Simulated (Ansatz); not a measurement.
C2H6SSi, SMILES C1[SiH2]CS1: an atomisation energy, run with the Ansatz DFT code, driven from Python.

Script `c2h6ssi.py`:
```python
'''Atomisation energy of C2H6SSi at the given geometry.'''

from collections import Counter

import ansatz


def total_energy(molecule, charge=0, unpaired=0):
    calc = (
        molecule.calculation()
        .basis(gaussian='def2-SVP')
        .functional('r2scan0')
    )
    if charge:
        calc = calc.charge(charge)
    if unpaired:
        calc = calc.spin('collinear', total=unpaired)
    report = calc.run(threads=1).report
    if report['published_state_doubts']:
        print('  doubts:', report['published_state_doubts'])
    return report['free_energy_ev']

geometry_ang = [
    ('C', [-1.0456, 0.3613, -0.6013]),
    ('Si', [0.0717, -0.9751, -0.0881]),
    ('C', [0.9643, 0.4744, 0.6779]),
    ('S', [0.4297, 1.56, -0.6686]),
    ('H', [-1.5831, 0.2476, -1.5946]),
    ('H', [-1.8389, 0.694, 0.1384]),
    ('H', [0.8225, -1.6392, -1.2035]),
    ('H', [-0.4633, -1.9215, 0.8806]),
    ('H', [2.0884, 0.3887, 0.755]),
    ('H', [0.6375, 0.7583, 1.7071]),
]
geometry = ansatz.Crystal.molecule()
for symbol, xyz in geometry_ang:
    geometry = geometry.atom(symbol, xyz)

# Hund ground states
unpaired = {'C': 2, 'Si': 2, 'S': 2, 'H': 1}
counts = Counter(site.symbol for site in geometry.cartesian_sites)
atom_energy = {s: total_energy(ansatz.Crystal.molecule().atom(s, (0, 0, 0)), 0, unpaired[s]) for s in counts}
whole = total_energy(geometry, 0, 0)
for s, e in atom_energy.items():
    print(f'{s:2s} x{counts[s]}  {e:14.5f} eV')
print(f'C2H6SSi: {whole:.5f} eV')
split = sum(counts[s] * e for s, e in atom_energy.items()) - whole
print(f'atomisation energy (no zero-point term): {96.485332 * split:.1f} kJ/mol, {split / sum(counts.values()):.3f} eV an atom')
```

What does it cost to take this molecule apart into atoms?

3452.4 kJ/mol from the electronic energies, without the zero-point term.

What the script printed:

Running `python c2h6ssi.py` prints:
```text
C  x2     -1028.27257 eV
Si x1     -7870.71504 eV
S  x1    -10828.75522 eV
H  x6       -13.58464 eV
C2H6SSi: -20873.30490 eV
atomisation energy (no zero-point term): 3452.4 kJ/mol, 3.578 eV an atom
```

What to keep in mind:
- Total energies depend on the basis set; only differences at equal settings carry meaning.
- The geometry is a force-field or estimated start, not a minimum of this method, and the basis set is short of its limit. All parts are taken at fixed geometry, without zero-point energy.
- Hardware and time: 7.9 s on 1 thread of Arm Neoverse V1 (shared host), peak memory 0.27 GiB.
